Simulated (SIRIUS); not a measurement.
# NiMoIrPdW (P3m1) in SIRIUS: further runs, part 4 of 4

SIRIUS 7.12.0.

### Step 7. Equation of state, RPBE, collinear spin, ferromagnetic start, 16.78 Å³/atom (volume scaled by 1.04)

sirius.json

```json
{
  "control": {
    "processing_unit": "cpu",
    "std_evp_solver_name": "lapack",
    "gen_evp_solver_name": "lapack",
    "verbosity": 2,
    "print_forces": false,
    "ortho_rf": true,
    "use_second_variation": true,
    "rmt_max": 3.0,
    "num_bands_to_print": 24,
    "save_wf": true
  },
  "parameters": {
    "electronic_structure_method": "full_potential_lapwlo",
    "xc_functionals": ["XC_GGA_X_RPBE", "XC_GGA_C_PBE"],
    "core_relativity": "dirac",
    "valence_relativity": "iora",
    "num_fv_states": 90,
    "smearing": "fermi_dirac",
    "smearing_width": 0.0018374661,
    "pw_cutoff": 22,
    "gk_cutoff": 4.25,
    "lmax_apw": 11,
    "lmax_rho": 8,
    "lmax_pot": 8,
    "num_mag_dims": 1,
    "auto_rmt": 0,
    "ngridk": [3, 3, 2],
    "shiftk": [0, 0, 0],
    "num_dft_iter": 80,
    "energy_tol": 1e-07,
    "density_tol": 1e-05,
    "use_symmetry": true
  },
  "settings": {"tol_ne": 1e-10},
  "iterative_solver": {"type": "exact"},
  "mixer": {"type": "anderson", "beta": 0.4, "max_history": 8},
  "unit_cell": {
    "lattice_vectors": [[7.9392460847, 0.0, 0.0], [-3.9696230424, 6.8755935026, -0.0], [0.0, -0.0, 10.3699952194]],
    "atom_types": ["Ir", "Mo", "Ni", "Pd", "W"],
    "atom_files": {"Ir": "Ir.json", "Mo": "Mo.json", "Ni": "Ni.json", "Pd": "Pd.json", "W": "W.json"},
    "atoms": {
      "Ir": [[0.33333, 0.66667, 0.25641, 0.0, 0.0, 0.6]],
      "Mo": [[0.66667, 0.33333, 0.45996, 0.0, 0.0, 1.0]],
      "Ni": [[0.0, 0.0, 0.02221, 0.0, 0.0, 1.0]],
      "Pd": [[0.33333, 0.66667, 0.74601, 0.0, 0.0, 0.0]],
      "W": [[0.66667, 0.33333, 0.99985, 0.0, 0.0, 0.0]]
    }
  }
}
```

Ir.json

```json
{
  "name": "iridium",
  "symbol": "Ir",
  "number": 77,
  "mass": 192.217,
  "rmin": 1e-06,
  "rmt": 2.29,
  "nrmt": 800,
  "rinf": 13.6,
[... 26 lines left out ...]
    {"l": 2, "basis": [{"enu": 0.3, "dme": 0, "n": 0, "auto": 0}, {"enu": 3.2748, "dme": 0, "n": 0, "auto": 0}]},
    {"l": 3, "basis": [{"enu": 0.3, "dme": 0, "n": 0, "auto": 0}, {"enu": 0.3, "dme": 1, "n": 0, "auto": 0}]},
    {
      "l": 3,
      "basis": [{"enu": -1.7696, "dme": 0, "n": 4, "auto": 1}, {"enu": -1.7696, "dme": 1, "n": 4, "auto": 1}]
    },
    {"l": 3, "basis": [{"enu": -1.7696, "dme": 1, "n": 4, "auto": 1}, {"enu": 0.3, "dme": 0, "n": 0, "auto": 0}]},
    {"l": 3, "basis": [{"enu": 0.3, "dme": 0, "n": 0, "auto": 0}, {"enu": 4.724, "dme": 0, "n": 0, "auto": 0}]},
    {"l": 4, "basis": [{"enu": 0.3, "dme": 0, "n": 0, "auto": 0}, {"enu": 0.3, "dme": 1, "n": 0, "auto": 0}]},
    {"l": 4, "basis": [{"enu": 0.3, "dme": 0, "n": 0, "auto": 0}, {"enu": 3.9613, "dme": 0, "n": 0, "auto": 0}]}
  ],
  "free_atom": [... radial grid and density of the free atom, the start of the SCF ...]
}
```

Mo.json

```json
{
  "name": "molybdenum",
  "symbol": "Mo",
  "number": 42,
  "mass": 95.96,
  "rmin": 1e-06,
  "rmt": 2.2,
[... 22 lines left out ...]
    },
    {"l": 1, "basis": [{"enu": -0.9713, "dme": 1, "n": 4, "auto": 1}, {"enu": 0.3, "dme": 0, "n": 0, "auto": 0}]},
    {"l": 1, "basis": [{"enu": 0.3, "dme": 0, "n": 0, "auto": 0}, {"enu": 4.1017, "dme": 0, "n": 0, "auto": 0}]},
    {"l": 2, "basis": [{"enu": 0.3, "dme": 0, "n": 0, "auto": 0}, {"enu": 0.3, "dme": 1, "n": 0, "auto": 0}]},
    {"l": 2, "basis": [{"enu": 0.3, "dme": 1, "n": 0, "auto": 0}, {"enu": 0.3, "dme": 2, "n": 0, "auto": 0}]},
    {
      "l": 2,
      "basis": [{"enu": -7.6878, "dme": 0, "n": 3, "auto": 1}, {"enu": -7.6878, "dme": 1, "n": 3, "auto": 1}]
    },
    {"l": 2, "basis": [{"enu": 0.3, "dme": 0, "n": 0, "auto": 0}, {"enu": 3.5231, "dme": 0, "n": 0, "auto": 0}]},
    {"l": 3, "basis": [{"enu": 0.3, "dme": 0, "n": 0, "auto": 0}, {"enu": 0.3, "dme": 1, "n": 0, "auto": 0}]},
    {"l": 3, "basis": [{"enu": 0.3, "dme": 0, "n": 0, "auto": 0}, {"enu": 3.895, "dme": 0, "n": 0, "auto": 0}]}
  ],
  "free_atom": [... radial grid and density of the free atom, the start of the SCF ...]
}
```

Ni.json

```json
{
  "name": "nickel",
  "symbol": "Ni",
  "number": 28,
  "mass": 58.6934,
  "rmin": 1e-06,
  "rmt": 2.07,
  "nrmt": 800,
  "rinf": 14.89,
  "core": "1s2s2p",
  "valence": [
[... 18 lines left out ...]
    },
    {"l": 1, "basis": [{"enu": -2.1009, "dme": 1, "n": 3, "auto": 1}, {"enu": 0.3, "dme": 0, "n": 0, "auto": 0}]},
    {"l": 1, "basis": [{"enu": 0.3, "dme": 0, "n": 0, "auto": 0}, {"enu": 4.5941, "dme": 0, "n": 0, "auto": 0}]},
    {
      "l": 2,
      "basis": [{"enu": 0.2891, "dme": 0, "n": 0, "auto": 0}, {"enu": 0.2891, "dme": 1, "n": 0, "auto": 0}]
    },
    {
      "l": 2,
      "basis": [{"enu": 0.2891, "dme": 1, "n": 0, "auto": 0}, {"enu": 0.2891, "dme": 2, "n": 0, "auto": 0}]
    },
    {
      "l": 2,
      "basis": [{"enu": 0.2891, "dme": 0, "n": 0, "auto": 0}, {"enu": 3.9297, "dme": 0, "n": 0, "auto": 0}]
    },
    {"l": 3, "basis": [{"enu": 0.3, "dme": 0, "n": 0, "auto": 0}, {"enu": 0.3, "dme": 1, "n": 0, "auto": 0}]},
    {"l": 3, "basis": [{"enu": 0.3, "dme": 0, "n": 0, "auto": 0}, {"enu": 4.3608, "dme": 0, "n": 0, "auto": 0}]}
  ],
  "free_atom": [... radial grid and density of the free atom, the start of the SCF ...]
}
```

Pd.json

```json
{
  "name": "palladium",
  "symbol": "Pd",
  "number": 46,
  "mass": 106.42,
  "rmin": 1e-06,
[... 17 lines left out ...]
    {
      "l": 1,
      "basis": [{"enu": -1.4249, "dme": 0, "n": 4, "auto": 1}, {"enu": -1.4249, "dme": 1, "n": 4, "auto": 1}]
    },
    {"l": 1, "basis": [{"enu": -1.4249, "dme": 1, "n": 4, "auto": 1}, {"enu": 0.3, "dme": 0, "n": 0, "auto": 0}]},
    {"l": 1, "basis": [{"enu": 0.3, "dme": 0, "n": 0, "auto": 0}, {"enu": 4.1017, "dme": 0, "n": 0, "auto": 0}]},
    {"l": 2, "basis": [{"enu": 0.3, "dme": 0, "n": 0, "auto": 0}, {"enu": 0.3, "dme": 1, "n": 0, "auto": 0}]},
    {"l": 2, "basis": [{"enu": 0.3, "dme": 1, "n": 0, "auto": 0}, {"enu": 0.3, "dme": 2, "n": 0, "auto": 0}]},
    {"l": 2, "basis": [{"enu": 0.3, "dme": 0, "n": 0, "auto": 0}, {"enu": 3.5231, "dme": 0, "n": 0, "auto": 0}]},
    {"l": 3, "basis": [{"enu": 0.3, "dme": 0, "n": 0, "auto": 0}, {"enu": 0.3, "dme": 1, "n": 0, "auto": 0}]},
    {"l": 3, "basis": [{"enu": 0.3, "dme": 0, "n": 0, "auto": 0}, {"enu": 3.895, "dme": 0, "n": 0, "auto": 0}]}
  ],
  "free_atom": [... radial grid and density of the free atom, the start of the SCF ...]
}
```

W.json

```json
{
  "name": "tungsten",
  "symbol": "W",
  "number": 74,
  "mass": 183.84,
  "rmin": 1e-06,
  "rmt": 2.29,
  "nrmt": 800,
  "rinf": 14.93,
[... 26 lines left out ...]
    {"l": 2, "basis": [{"enu": 0.3, "dme": 0, "n": 0, "auto": 0}, {"enu": 3.2748, "dme": 0, "n": 0, "auto": 0}]},
    {"l": 3, "basis": [{"enu": 0.3, "dme": 0, "n": 0, "auto": 0}, {"enu": 0.3, "dme": 1, "n": 0, "auto": 0}]},
    {
      "l": 3,
      "basis": [{"enu": -0.7662, "dme": 0, "n": 4, "auto": 1}, {"enu": -0.7662, "dme": 1, "n": 4, "auto": 1}]
    },
    {"l": 3, "basis": [{"enu": -0.7662, "dme": 1, "n": 4, "auto": 1}, {"enu": 0.3, "dme": 0, "n": 0, "auto": 0}]},
    {"l": 3, "basis": [{"enu": 0.3, "dme": 0, "n": 0, "auto": 0}, {"enu": 4.724, "dme": 0, "n": 0, "auto": 0}]},
    {"l": 4, "basis": [{"enu": 0.3, "dme": 0, "n": 0, "auto": 0}, {"enu": 0.3, "dme": 1, "n": 0, "auto": 0}]},
    {"l": 4, "basis": [{"enu": 0.3, "dme": 0, "n": 0, "auto": 0}, {"enu": 3.9613, "dme": 0, "n": 0, "auto": 0}]}
  ],
  "free_atom": [... radial grid and density of the free atom, the start of the SCF ...]
}
```

sirius_start.json

```json
{
  "control": {
    "processing_unit": "cpu",
    "std_evp_solver_name": "lapack",
    "gen_evp_solver_name": "lapack",
    "verbosity": 1,
    "print_forces": false,
    "ortho_rf": true,
    "use_second_variation": true,
    "rmt_max": 3.0,
    "num_bands_to_print": 24,
    "save_wf": false
  },
  "parameters": {
    "electronic_structure_method": "full_potential_lapwlo",
    "xc_functionals": ["XC_LDA_X", "XC_LDA_C_PW"],
    "core_relativity": "dirac",
    "valence_relativity": "iora",
    "num_fv_states": 90,
    "smearing": "fermi_dirac",
    "smearing_width": 0.0055123983,
    "pw_cutoff": 22,
    "gk_cutoff": 3.4,
    "lmax_apw": 11,
    "lmax_rho": 8,
    "lmax_pot": 8,
    "num_mag_dims": 1,
    "auto_rmt": 0,
    "ngridk": [1, 1, 1],
    "shiftk": [0, 0, 0],
    "num_dft_iter": 30,
    "energy_tol": 0.01,
    "density_tol": 0.05,
    "use_symmetry": true
  },
  "settings": {"tol_ne": 1e-10},
  "iterative_solver": {"type": "exact"},
  "mixer": {"type": "anderson", "beta": 0.4, "max_history": 8},
  "unit_cell": {
    "lattice_vectors": [[7.9392460847, 0.0, 0.0], [-3.9696230424, 6.8755935026, -0.0], [0.0, -0.0, 10.3699952194]],
    "atom_types": ["Ir", "Mo", "Ni", "Pd", "W"],
    "atom_files": {"Ir": "Ir.json", "Mo": "Mo.json", "Ni": "Ni.json", "Pd": "Pd.json", "W": "W.json"},
    "atoms": {
      "Ir": [[0.33333, 0.66667, 0.25641, 0.0, 0.0, 0.6]],
      "Mo": [[0.66667, 0.33333, 0.45996, 0.0, 0.0, 1.0]],
      "Ni": [[0.0, 0.0, 0.02221, 0.0, 0.0, 1.0]],
      "Pd": [[0.33333, 0.66667, 0.74601, 0.0, 0.0, 0.0]],
      "W": [[0.66667, 0.33333, 0.99985, 0.0, 0.0, 0.0]]
    }
  }
}
```

Started as:

```sh
OMP_NUM_THREADS=2 sirius.scf --input=sirius_start.json --output=start.json
OMP_NUM_THREADS=2 sirius.scf --input=sirius.json --output=output.json --task=1
```

It took 14 min on 2 threads of Arm Neoverse V1, shared host; peak memory 1.4 GiB.

The run converged, but some of its settings lie outside the range that counts as converged, so its numbers aren't taken as properties of the crystal.

What came out:

```yaml
Free_energy: -1214808.6589 eV
Band_gap_on_the_k_mesh: none (metal or under the smearing width)
Net_moment: 0.00 μB per cell
All_electrons_inside_the_program's_atomic_spheres: Ni 26.57; Mo 39.19; Pd 43.94; Ir 74.60; W 71.21 (radii Ir 2.29, Mo 2.2, Ni 2.07, Pd 2.2, W 2.29 bohr)
```

Caveat: the k mesh is coarse (spacing up to 0.58 Å⁻¹), so the values aren't converged.

### Step 8. Equation of state, RPBE, collinear spin, ferromagnetic start, 17.10 Å³/atom (volume scaled by 1.06)

Changes to sirius.json since step 7:

```diff
@@ -39,3 +39,3 @@
   "unit_cell": {
-    "lattice_vectors": [[7.9392460847, 0.0, 0.0], [-3.9696230424, 6.8755935026, -0.0], [0.0, -0.0, 10.3699952194]],
+    "lattice_vectors": [[7.9898158945, 0.0, 0.0], [-3.9949079474, 6.9193882725, -0.0], [0.0, -0.0, 10.4360479254]],
     "atom_types": ["Ir", "Mo", "Ni", "Pd", "W"],
```

Ir.json

```json
{
  "name": "iridium",
  "symbol": "Ir",
  "number": 77,
  "mass": 192.217,
  "rmin": 1e-06,
  "rmt": 2.29,
  "nrmt": 800,
  "rinf": 13.6,
  "core": "1s2s2p3s3p3d4s4p4d",
  "valence": [
    {"basis": [{"enu": 0.19, "dme": 0, "n": 0, "auto": 0}, {"enu": 0.19, "dme": 1, "n": 0, "auto": 0}]},
[... 30 lines left out ...]
    {"l": 3, "basis": [{"enu": 0.29, "dme": 0, "n": 0, "auto": 0}, {"enu": 0.29, "dme": 1, "n": 0, "auto": 0}]},
    {
      "l": 3,
      "basis": [{"enu": -1.7796, "dme": 0, "n": 4, "auto": 1}, {"enu": -1.7796, "dme": 1, "n": 4, "auto": 1}]
    },
    {
      "l": 3,
      "basis": [{"enu": -1.7796, "dme": 1, "n": 4, "auto": 1}, {"enu": 0.29, "dme": 0, "n": 0, "auto": 0}]
    },
    {"l": 3, "basis": [{"enu": 0.29, "dme": 0, "n": 0, "auto": 0}, {"enu": 4.714, "dme": 0, "n": 0, "auto": 0}]},
    {"l": 4, "basis": [{"enu": 0.29, "dme": 0, "n": 0, "auto": 0}, {"enu": 0.29, "dme": 1, "n": 0, "auto": 0}]},
    {"l": 4, "basis": [{"enu": 0.29, "dme": 0, "n": 0, "auto": 0}, {"enu": 3.9513, "dme": 0, "n": 0, "auto": 0}]}
  ],
  "free_atom": [... radial grid and density of the free atom, the start of the SCF ...]
}
```

Mo.json

```json
{
  "name": "molybdenum",
  "symbol": "Mo",
  "number": 42,
  "mass": 95.96,
[... 27 lines left out ...]
    },
    {
      "l": 1,
      "basis": [{"enu": -0.9813, "dme": 1, "n": 4, "auto": 1}, {"enu": 0.29, "dme": 0, "n": 0, "auto": 0}]
    },
    {"l": 1, "basis": [{"enu": 0.29, "dme": 0, "n": 0, "auto": 0}, {"enu": 4.0917, "dme": 0, "n": 0, "auto": 0}]},
    {"l": 2, "basis": [{"enu": 0.29, "dme": 0, "n": 0, "auto": 0}, {"enu": 0.29, "dme": 1, "n": 0, "auto": 0}]},
    {"l": 2, "basis": [{"enu": 0.29, "dme": 1, "n": 0, "auto": 0}, {"enu": 0.29, "dme": 2, "n": 0, "auto": 0}]},
    {
      "l": 2,
      "basis": [{"enu": -7.6978, "dme": 0, "n": 3, "auto": 1}, {"enu": -7.6978, "dme": 1, "n": 3, "auto": 1}]
    },
    {"l": 2, "basis": [{"enu": 0.29, "dme": 0, "n": 0, "auto": 0}, {"enu": 3.5131, "dme": 0, "n": 0, "auto": 0}]},
    {"l": 3, "basis": [{"enu": 0.29, "dme": 0, "n": 0, "auto": 0}, {"enu": 0.29, "dme": 1, "n": 0, "auto": 0}]},
    {"l": 3, "basis": [{"enu": 0.29, "dme": 0, "n": 0, "auto": 0}, {"enu": 3.885, "dme": 0, "n": 0, "auto": 0}]}
  ],
  "free_atom": [... radial grid and density of the free atom, the start of the SCF ...]
}
```

Ni.json

```json
{
  "name": "nickel",
  "symbol": "Ni",
  "number": 28,
  "mass": 58.6934,
  "rmin": 1e-06,
  "rmt": 2.07,
  "nrmt": 800,
  "rinf": 14.89,
  "core": "1s2s2p",
  "valence": [
[... 24 lines left out ...]
      "basis": [{"enu": -2.1109, "dme": 1, "n": 3, "auto": 1}, {"enu": 0.29, "dme": 0, "n": 0, "auto": 0}]
    },
    {"l": 1, "basis": [{"enu": 0.29, "dme": 0, "n": 0, "auto": 0}, {"enu": 4.5841, "dme": 0, "n": 0, "auto": 0}]},
    {
      "l": 2,
      "basis": [{"enu": 0.2791, "dme": 0, "n": 0, "auto": 0}, {"enu": 0.2791, "dme": 1, "n": 0, "auto": 0}]
    },
    {
      "l": 2,
      "basis": [{"enu": 0.2791, "dme": 1, "n": 0, "auto": 0}, {"enu": 0.2791, "dme": 2, "n": 0, "auto": 0}]
    },
    {
      "l": 2,
      "basis": [{"enu": 0.2791, "dme": 0, "n": 0, "auto": 0}, {"enu": 3.9197, "dme": 0, "n": 0, "auto": 0}]
    },
    {"l": 3, "basis": [{"enu": 0.29, "dme": 0, "n": 0, "auto": 0}, {"enu": 0.29, "dme": 1, "n": 0, "auto": 0}]},
    {"l": 3, "basis": [{"enu": 0.29, "dme": 0, "n": 0, "auto": 0}, {"enu": 4.3508, "dme": 0, "n": 0, "auto": 0}]}
  ],
  "free_atom": [... radial grid and density of the free atom, the start of the SCF ...]
}
```

Pd.json

```json
{
  "name": "palladium",
  "symbol": "Pd",
  "number": 46,
[... 19 lines left out ...]
    {
      "l": 1,
      "basis": [{"enu": -1.4349, "dme": 0, "n": 4, "auto": 1}, {"enu": -1.4349, "dme": 1, "n": 4, "auto": 1}]
    },
    {
      "l": 1,
      "basis": [{"enu": -1.4349, "dme": 1, "n": 4, "auto": 1}, {"enu": 0.29, "dme": 0, "n": 0, "auto": 0}]
    },
    {"l": 1, "basis": [{"enu": 0.29, "dme": 0, "n": 0, "auto": 0}, {"enu": 4.0917, "dme": 0, "n": 0, "auto": 0}]},
    {"l": 2, "basis": [{"enu": 0.29, "dme": 0, "n": 0, "auto": 0}, {"enu": 0.29, "dme": 1, "n": 0, "auto": 0}]},
    {"l": 2, "basis": [{"enu": 0.29, "dme": 1, "n": 0, "auto": 0}, {"enu": 0.29, "dme": 2, "n": 0, "auto": 0}]},
    {"l": 2, "basis": [{"enu": 0.29, "dme": 0, "n": 0, "auto": 0}, {"enu": 3.5131, "dme": 0, "n": 0, "auto": 0}]},
    {"l": 3, "basis": [{"enu": 0.29, "dme": 0, "n": 0, "auto": 0}, {"enu": 0.29, "dme": 1, "n": 0, "auto": 0}]},
    {"l": 3, "basis": [{"enu": 0.29, "dme": 0, "n": 0, "auto": 0}, {"enu": 3.885, "dme": 0, "n": 0, "auto": 0}]}
  ],
  "free_atom": [... radial grid and density of the free atom, the start of the SCF ...]
}
```

W.json

```json
{
  "name": "tungsten",
  "symbol": "W",
  "number": 74,
  "mass": 183.84,
  "rmin": 1e-06,
  "rmt": 2.29,
  "nrmt": 800,
  "rinf": 14.93,
  "core": "1s2s2p3s3p3d4s4p4d",
  "valence": [
    {"basis": [{"enu": 0.19, "dme": 0, "n": 0, "auto": 0}, {"enu": 0.19, "dme": 1, "n": 0, "auto": 0}]},
[... 30 lines left out ...]
    {"l": 3, "basis": [{"enu": 0.29, "dme": 0, "n": 0, "auto": 0}, {"enu": 0.29, "dme": 1, "n": 0, "auto": 0}]},
    {
      "l": 3,
      "basis": [{"enu": -0.7762, "dme": 0, "n": 4, "auto": 1}, {"enu": -0.7762, "dme": 1, "n": 4, "auto": 1}]
    },
    {
      "l": 3,
      "basis": [{"enu": -0.7762, "dme": 1, "n": 4, "auto": 1}, {"enu": 0.29, "dme": 0, "n": 0, "auto": 0}]
    },
    {"l": 3, "basis": [{"enu": 0.29, "dme": 0, "n": 0, "auto": 0}, {"enu": 4.714, "dme": 0, "n": 0, "auto": 0}]},
    {"l": 4, "basis": [{"enu": 0.29, "dme": 0, "n": 0, "auto": 0}, {"enu": 0.29, "dme": 1, "n": 0, "auto": 0}]},
    {"l": 4, "basis": [{"enu": 0.29, "dme": 0, "n": 0, "auto": 0}, {"enu": 3.9513, "dme": 0, "n": 0, "auto": 0}]}
  ],
  "free_atom": [... radial grid and density of the free atom, the start of the SCF ...]
}
```

Changes to sirius_start.json since step 7:

```diff
@@ -39,3 +39,3 @@
   "unit_cell": {
-    "lattice_vectors": [[7.9392460847, 0.0, 0.0], [-3.9696230424, 6.8755935026, -0.0], [0.0, -0.0, 10.3699952194]],
+    "lattice_vectors": [[7.9898158945, 0.0, 0.0], [-3.9949079474, 6.9193882725, -0.0], [0.0, -0.0, 10.4360479254]],
     "atom_types": ["Ir", "Mo", "Ni", "Pd", "W"],
```

Started as:

```sh
OMP_NUM_THREADS=2 sirius.scf --input=sirius_start.json --output=start.json
OMP_NUM_THREADS=2 sirius.scf --input=sirius.json --output=output.json --task=1
```

It took 14 min on 2 threads of Arm Neoverse V1, shared host; peak memory 1.4 GiB.

These settings aren't checked as converged: the numbers below hold their error.

What came out:

```yaml
Free_energy: -1214808.6079 eV
Band_gap_on_the_k_mesh: none (metal or under the smearing width)
Net_moment: 0.00 μB per cell
All_electrons_inside_the_program's_atomic_spheres: Ni 26.55; Mo 39.17; Pd 43.93; Ir 74.58; W 71.18 (radii Ir 2.29, Mo 2.2, Ni 2.07, Pd 2.2, W 2.29 bohr)
```

Caveat: the k mesh is coarse (spacing up to 0.57 Å⁻¹), so the values aren't converged.

### Step 9. Equation of state, RPBE, collinear spin, ferromagnetic start

Potentials or basis: all-electron FP-LAPW, apw+lo standard.

This step only gathers the single runs of the series.

The run converged, but some of its settings lie outside the range that counts as converged, so its numbers aren't taken as properties of the crystal.

Results:

| Quantity | Value |
| --- | --- |
| Equilibrium volume | 16.47 Å³/atom |
| Bulk modulus at fixed shape and positions | 201 GPa |
| Pressure derivative of the bulk modulus | 6.1 |

Caveat: the k mesh is coarse (spacing up to 0.58 Å⁻¹), so the values aren't converged; the basis cutoff falls short for Ag, Pd and Pb here, so volumes come out up to a per cent or two small and moduli rough; the cell was scaled at fixed shape and fractional positions, which overstates the stiffness of a crystal with free parameters, most of all of layers and chains.
